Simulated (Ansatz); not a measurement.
# WCl6: from a rough start to a minimum

The task is to find a stationary geometry of WCl6, check the end point by its vibrations and derive ideal-gas thermochemistry.

Computed with Ansatz 0.2.0, Gaussian basis. Level: RKS PBE0-D4/def2-TZVP.

Plan: relaxation at PBE0-D4/def2-TZVP; harmonic vibrations at the same level.

1 further run of the same task is left out (set aside as unsound or not needed).

### 1 Where the work starts

SMILES `[Cl][W]([Cl])([Cl])([Cl])([Cl])[Cl]`, 7 atoms, charge 0, spin multiplicity 1.

Atoms are counted from 1 here; the program's logs count them from 0.

Bond lengths: Cl1–W2 2.292 Å, W2–Cl3 2.292 Å, W2–Cl4 2.292 Å, W2–Cl5 2.291 Å, W2–Cl6 2.292 Å, W2–Cl7 2.292 Å. Angles: Cl1–W2–Cl3 90.0°, Cl1–W2–Cl4 90.0°, Cl1–W2–Cl5 179.9°, Cl1–W2–Cl6 90.0°, Cl1–W2–Cl7 90.0°, Cl3–W2–Cl4 180.0°, Cl3–W2–Cl5 90.1°, Cl3–W2–Cl6 90.0°, Cl3–W2–Cl7 90.1°, Cl4–W2–Cl5 90.0°, Cl4–W2–Cl6 90.0°, Cl4–W2–Cl7 89.9°, Cl5–W2–Cl6 90.0°, Cl5–W2–Cl7 90.0°, Cl6–W2–Cl7 179.9°.

As a file:

```xyz
7

Cl   -1.31676   -1.47289    1.16071
W     0.00064    0.00033    0.00053
Cl    1.11464    0.52623    1.93280
Cl   -1.11448   -0.52608   -1.93121
Cl    1.31650    1.47258   -1.16198
Cl   -1.50781    1.67532    0.41415
Cl    1.50728   -1.67549   -0.41500
```

The start is a GFN2-xTB geometry. W takes the def2 core potential; no spin-orbit term is included.

### 2 Geometry optimisation, PBE0-D4/def2-TZVP

The input, in.yaml:

```yaml
crystal:
  periodic: [false, false, false]
  atoms:
    - {symbol: Cl, position_ang: [-1.316760, -1.472890, 1.160710]}
    - {symbol: W, position_ang: [0.000640, 0.000330, 0.000530]}
    - {symbol: Cl, position_ang: [1.114640, 0.526230, 1.932800]}
    - {symbol: Cl, position_ang: [-1.114480, -0.526080, -1.931210]}
    - {symbol: Cl, position_ang: [1.316500, 1.472580, -1.161980]}
    - {symbol: Cl, position_ang: [-1.507810, 1.675320, 0.414150]}
    - {symbol: Cl, position_ang: [1.507280, -1.675490, -0.415000]}
basis:
  gaussian: {orbitals: def2-TZVP}
hamiltonian: {xc: pbe0, dispersion: d4}
relax: {f_tol: 0.005, max_steps: 150}
```

The run is started by

```console
> ansatz run in.yaml --threads 2 --pin off --events-out ev --progress --plain --max-ram 32768MiB --backend cuda --devices 0, --max-vram 18GiB
```

The runs that follow: Vibrations by finite differences.

**Question.** What will the summary of the whole plan be? Wanted: point group; shift from the start; total energy; dispersion term; dipole moment; lowest, highest wavenumber; zero-point energy.

The runs gave:

| quantity | value |
| --- | --- |
| point group | Oh |
| steps | 4 |
| shift from the start (rms) | 0.004 Å |
| total energy | -76946.1823 eV |
| dispersion term | -450 meV |
| dipole moment | 0.00 D |
| lowest, highest wavenumber | 86, 417 cm⁻¹ |
| zero-point energy | 5.1 kcal/mol |
| entropy at 298.15 K | 420.2 J/(mol K) |

**Reading.** The relaxed geometry lies 0.004 Å (rms) from the start; the bond that changed most is W2–Cl4, from 2.292 to 2.287 Å. No mode is imaginary: a true minimum at this level. The stiffest mode, 417 cm⁻¹, is a W–Cl stretch, and 6 modes under 200 cm⁻¹ make the vibrational entropy uncertain. The largest Mulliken charge, +1.05 e, sits on W2.
